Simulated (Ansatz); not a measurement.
**Si₂H₃Cl₃: basis-set convergence**

An exercise on one series of results from a longer session: the logs are not shown, and one member is left open.

Program: Ansatz 0.2.0, Gaussian basis. Level of theory: one geometry, several basis sets. These are calculated values, not measurements.

Plan: PBE0-D4/def2-SVP; ωB97M-V/def2-SVP; PBE0-D4/def2-QZVPP; ωB97M-V/def2-QZVPP; the functionals' def2-TZVPP values are taken from earlier runs.

### The relaxed structure

An earlier PBE0-D4 in a triple-zeta def2 set relaxation fixed the geometry.

SMILES `Cl[SiH2][SiH](Cl)Cl`, 8 atoms, charge 0, spin multiplicity 1.

Atoms are counted from 1 here; the program's logs count them from 0.

Bond lengths: Cl1–Si2 2.056 Å, Si2–Si3 2.338 Å, Si2–H6 1.484 Å, Si2–H7 1.482 Å, Si3–Cl4 2.047 Å, Si3–Cl5 2.052 Å, Si3–H8 1.480 Å. Angles: Cl1–Si2–Si3 108.2°, Cl1–Si2–H6 108.6°, Cl1–Si2–H7 109.1°, Si3–Si2–H6 110.6°, Si3–Si2–H7 110.0°, H6–Si2–H7 110.3°, Si2–Si3–Cl4 109.1°, Si2–Si3–Cl5 107.6°, Si2–Si3–H8 114.7°, Cl4–Si3–Cl5 109.8°, Cl4–Si3–H8 107.8°, Cl5–Si3–H8 107.9°.

Set-up of the first run:

in.yaml

```yaml
crystal:
  periodic: [false, false, false]
  atoms:
    - {symbol: Cl, position_ang: [-0.458726, 0.128409, 2.609592]}
    - {symbol: Si, position_ang: [-0.094290, 0.920778, 0.747297]}
    - {symbol: Si, position_ang: [0.244634, -0.847419, -0.744068]}
    - {symbol: Cl, position_ang: [-1.463117, -1.970546, -0.847971]}
    - {symbol: Cl, position_ang: [0.656667, -0.037564, -2.583772]}
    - {symbol: H, position_ang: [1.114063, 1.777978, 0.825061]}
    - {symbol: H, position_ang: [-1.266758, 1.723236, 0.324478]}
    - {symbol: H, position_ang: [1.359629, -1.751973, -0.386418]}
basis:
  gaussian: {orbitals: def2-SVP}
hamiltonian: {xc: pbe0, dispersion: d4}
output: {orbitals: {seedname: orbitals}}
```

Started as:

```sh
> ansatz run in.yaml --threads 4 --pin off --events-out ev --progress --plain --max-ram 10444MiB
```

Steps of the session up to this table: PBE0-D4 in def2-SVP; ωB97M-V in def2-SVP; PBE0-D4 in def2-QZVPP; ωB97M-V in def2-QZVPP.

One table of the session follows, with a row left open; its other results are not shown here.

It belongs to the step «Functionals by basis». 

| functional | basis | HOMO (eV) |
| --- | --- | --- |
| PBE0-D4 | def2-SVP | -8.16 |
| PBE0-D4 | def2-TZVPP | -8.24 |
| PBE0-D4 | def2-QZVPP | -8.27 |
| ωB97M-V | def2-SVP | -10.14 |
| ωB97M-V | def2-TZVPP | -10.27 |
| ωB97M-V | def2-QZVPP | ? |

**Question.** Estimate the row for ωB97M-V, def2-QZVPP.

The run gave: HOMO (eV): -10.30. In the column «HOMO (eV)» it is the lowest.
